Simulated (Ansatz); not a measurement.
# C3H6FInO: geometry optimisation

Aim: relax C3H6FInO at this level.

Program: Ansatz 0.2.0. Level of theory: RKS PBE0-D4/def2-SVP. These are calculated values, not measurements.

## (1) The starting structure

SMILES `C=C[C](O)(F)[InH2]`, 12 atoms, charge 0, spin multiplicity 1.

Atoms are counted from 1 here; the program's logs count them from 0.

Bond lengths: C1–C2 1.349 Å, C1–H7 1.102 Å, C1–H8 1.100 Å, C2–C3 1.487 Å, C2–H9 1.103 Å, C3–O4 1.375 Å, C3–F5 1.450 Å, C3–In6 2.235 Å, O4–H10 0.985 Å, In6–H11 1.744 Å, In6–H12 1.748 Å. Angles: C2–C1–H7 121.1°, C2–C1–H8 121.4°, H7–C1–H8 117.4°, C1–C2–C3 123.8°, C1–C2–H9 120.8°, C3–C2–H9 115.3°, C2–C3–O4 115.0°, C2–C3–F5 107.5°, C2–C3–In6 116.6°, O4–C3–F5 109.9°, O4–C3–In6 110.2°, F5–C3–In6 95.7°, C3–O4–H10 107.6°, C3–In6–H11 117.3°, C3–In6–H12 117.9°, H11–In6–H12 124.4°.

Geometry (Å):

```mol
C3H6FInO
  3D, bonds by distance, orders not assigned

 12 11  0  0  0  0  0  0  0  0999 V2000
    1.3791   -1.2341    0.8039 C   0  0
    0.6136   -0.1263    0.8796 C   0  0
    0.0366    0.5638   -0.3042 C   0  0
    0.6853    0.3209   -1.4919 O   0  0
    0.0379    1.9856   -0.0224 F   0  0
   -2.1738    0.3930   -0.5842 In  0  0
    1.6231   -1.6925   -0.1684 H   0  0
    1.7624   -1.7296    1.7084 H   0  0
    0.3443    0.3088    1.8570 H   0  0
    1.6539    0.3690   -1.3181 H   0  0
   -2.7906    0.5754   -2.2048 H   0  0
   -3.1719    0.2661    0.8452 H   0  0
  1  2  8  0
  1  7  8  0
  1  8  8  0
  2  3  8  0
  2  9  8  0
  3  4  8  0
  3  5  8  0
  3  6  8  0
  4 10  8  0
  6 11  8  0
  6 12  8  0
M  END
```

## (2) Relaxation

input.yaml reads:

```yaml
crystal:
  periodic: [false, false, false]
  atoms:
    - { symbol: C, position_ang: [1.379145, -1.234096, 0.803882] }
    - { symbol: C, position_ang: [0.613557, -0.126274, 0.879613] }
    - { symbol: C, position_ang: [0.036642, 0.563759, -0.304239] }
    - { symbol: O, position_ang: [0.68532, 0.320901, -1.491875] }
    - { symbol: F, position_ang: [0.03786, 1.985593, -0.022374] }
    - { symbol: In, position_ang: [-2.173769, 0.393007, -0.584235] }
    - { symbol: H, position_ang: [1.623087, -1.692506, -0.168416] }
    - { symbol: H, position_ang: [1.762433, -1.729593, 1.708392] }
    - { symbol: H, position_ang: [0.344296, 0.308793, 1.857007] }
    - { symbol: H, position_ang: [1.653866, 0.368952, -1.318121] }
    - { symbol: H, position_ang: [-2.790569, 0.575408, -2.204789] }
    - { symbol: H, position_ang: [-3.171879, 0.266066, 0.845156] }
basis:
  gaussian: { orbitals: def2-SVP }
hamiltonian:
  xc: pbe0
  dispersion: d4
output:
  forces: true
relax:
  f_tol: 0.003
  max_steps: 120
```

The run is started by

```bash
$ ansatz run input.yaml --threads 1 --pin off --max-ram 2560MiB --backend cpu --events-out ev --progress --plain --runs-dir out
```

What does the calculation give? Wanted: energy gained; root mean square move; dipole moment.

As calculated:

| quantity | value |
| --- | --- |
| energy gained | 0.0444 eV |
| root mean square move | 0.485 Å |
| dipole moment | 1.62 D |

What this shows: Bond lengths: C1–C2 1.339 Å, C1–H7 1.094 Å, C1–H8 1.092 Å, C2–C3 1.487 Å, C2–H9 1.096 Å, C3–O4 1.373 Å, C3–F5 1.397 Å, C3–In6 2.225 Å, O4–H10 0.971 Å, In6–H11 1.730 Å, In6–H12 1.733 Å. Angles: C2–C1–H7 121.0°, C2–C1–H8 121.4°, H7–C1–H8 117.6°, C1–C2–C3 124.0°, C1–C2–H9 120.8°, C3–C2–H9 115.2°, C2–C3–O4 114.1°, C2–C3–F5 107.9°, C2–C3–In6 108.9°, O4–C3–F5 109.8°, O4–C3–In6 107.7°, F5–C3–In6 108.4°, C3–O4–H10 108.1°, C3–In6–H11 118.0°, C3–In6–H12 117.9°, H11–In6–H12 124.1°. No frequencies were computed here.
